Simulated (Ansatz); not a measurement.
# YRh: stiffness from strained cells

Aim: the elastic tensor from the stress of slightly strained cells, and the moduli that follow. Runs: cell and atoms relaxed (PAW); reference run (PAW, LAPW and crystal datasets).

Program: Ansatz 0.2.0. Level of theory: DFT PBEsol, frozen-core PAW, all-electron LAPW and all-electron PAW on datasets made for the crystal («crystal datasets»), scalar-relativistic unless said. These are calculated values, not measurements.

1 further run of the same task is left out (it didn't finish).

### 1 The starting structure

Symmetry: Pm-3m, No. 221, cubic system. Conventional cell: a = 3.407 Å, b = 3.407 Å, c = 3.407 Å, α = 90.00°, β = 90.00°, γ = 90.00°. Y (site symmetry m-3m) is surrounded by 8 Rh at 2.95 Å. Rh (site symmetry m-3m) is surrounded by 8 Y at 2.95 Å.

Structure file:

```xyz
2
Lattice="3.4070 0.0000 0.0000 0.0000 3.4070 0.0000 0.0000 0.0000 3.4070" Properties=species:S:1:pos:R:3 pbc="T T T"
Y     1.7035    1.7035    1.7035
Rh    0.0000    0.0000    0.0000
```

Cartesian axes are those of the input's lattice vectors. The structure goes back to a database entry.

### 2 Cell and atoms relaxed, PAW

input.yaml

```yaml
crystal:
  lattice:
    - [3.407, 0.0, 0.0]
    - [0.0, 3.407, 0.0]
    - [0.0, 0.0, 3.407]
  atoms:
    - { symbol: "Y", position: [0.5, 0.5, 0.5] }
    - { symbol: Rh, position: [0.0, 0.0, 0.0] }
kpoints:
  mp_grid: { grid: [14, 14, 14] }
scf:
  occupations: { method: fermi_dirac, width: 0.1 }
hamiltonian:
  xc: pbesol
  pseudopotentials: { kind: paw }
relax:
  f_tol: 0.002
  max_steps: 80
  cell: {}
output:
  forces: true
  stress: true
```

The run is started by

```sh
$ ansatz run input.yaml --threads 1 --pin off --max-ram 2048MiB --backend cpu --events-out ev --progress --plain --runs-dir out
```

### 3 Reference run, PAW

input.yaml

```yaml
crystal:
  lattice:
    - [3.38356495974, 0.0, 0.0]
    - [0.0, 3.38356495974, 0.0]
    - [0.0, 0.0, 3.38356495974]
  atoms:
    - { symbol: "Y", position: [0.5, 0.5, 0.5] }
    - { symbol: Rh, position: [0.0, 0.0, 0.0] }
kpoints:
  mp_grid: { grid: [14, 14, 14] }
scf:
  occupations: { method: fermi_dirac, width: 0.1 }
hamiltonian:
  xc: pbesol
  pseudopotentials: { kind: paw }
elastic:
  mode: relaxed_ion
  stencil: four_point
  amplitude: 0.003
```

### 4 Reference run, LAPW

input.yaml, as its differences from that of step 3:

```diff
@@ -14,3 +14,3 @@
   xc: pbesol
-  pseudopotentials: { kind: paw }
+  pseudopotentials: { kind: all_electron, lapw: { basis_error: 0.001 } }
 elastic:
```

### 5 Reference run, crystal datasets

input.yaml, as its differences from that of step 4:

```diff
@@ -14,3 +14,3 @@
   xc: pbesol
-  pseudopotentials: { kind: all_electron, lapw: { basis_error: 0.001 } }
+  pseudopotentials: { kind: all_electron, datasets: crystal }
 elastic:
```

(Steps that only read results are left out.)

What does the calculation give? Wanted: C11; C12; C44; bulk, shear and Young's modulus; Debye temperature from sound speeds; universal anisotropy index.

**Answer**, as computed:

| quantity | value |
| --- | --- |
| C11 (PAW) | 151 GPa |
| C12 (PAW) | 106 GPa |
| C44 (PAW) | 40 GPa |
| bulk, shear and Young's modulus | 121, 32, 88 GPa |
| Debye temperature from sound speeds | 245 K |
| universal anisotropy index | 0.39 |

In words: All eigenvalues are positive, so the crystal is mechanically stable; by PAW K = 121 and G = 32 GPa, K/G = 3.79, on the ductile side of Pugh's rough line at 1.75, which was drawn for metals. Young's modulus runs from 64 to 108 GPa with direction. Cautions: frozen-core PAW files fitted under PBE, their cores solved anew for the functional of the run; responses of metals move with mesh and smearing.
